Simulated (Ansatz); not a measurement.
# Ta: the cost of one run

Computed with Ansatz 0.2.0 (DFT LDA, scalar-relativistic, plane waves, PAW, unless a step's input says otherwise).

## (1) The starting structure

It takes space group Im-3m (No. 229, cubic). Conventional cell: a = 3.310 Å, b = 3.310 Å, c = 3.310 Å, α = 90.00°, β = 90.00°, γ = 90.00°. Around Ta (site symmetry m-3m) lie 8 Ta at 2.87 Å.

As a file:

```cif
data_structure
_symmetry_space_group_name_H-M 'Im-3m'
_symmetry_Int_Tables_number 229
_cell_length_a 3.3100
_cell_length_b 3.3100
_cell_length_c 3.3100
_cell_angle_alpha 90.000
_cell_angle_beta 90.000
_cell_angle_gamma 90.000
_cell_volume 36.26
loop_
_atom_site_label
_atom_site_type_symbol
_atom_site_symmetry_multiplicity
_atom_site_Wyckoff_symbol
_atom_site_fract_x
_atom_site_fract_y
_atom_site_fract_z
_atom_site_occupancy
Ta1 Ta 2 a 0.00000 0.00000 0.00000 1
```

## (2) Relaxing cell and atoms: Ta, no spin

Input file input.yaml:

```yaml
crystal:
  lattice:
    - [-1.655, 1.655, 1.655]
    - [1.655, -1.655, 1.655]
    - [1.655, 1.655, -1.655]
  atoms:
    - { symbol: Ta, position: [0.0, 0.0, 0.0] }
scf:
  occupations: { method: gaussian, width: 0.3 }
output:
  forces: true
  stress: true
  eigenvalues: true
hamiltonian:
  xc: lda
kpoints:
  mp_grid: { grid: [32, 32, 32] }
relax:
  f_tol: 0.005
  max_steps: 60
  cell: { stress_tol: 0.02 }
```

Started as:

```
> ansatz run input.yaml --threads 2 --pin off --max-ram 8192MiB --backend cpu --events-out ev --progress --plain --runs-dir out
```

What time and memory should one allow on 2 threads of Intel Xeon Platinum 8375C at 2.90GHz (Ice Lake), shared host?

About 29 s, with a peak of 0.53 GiB.
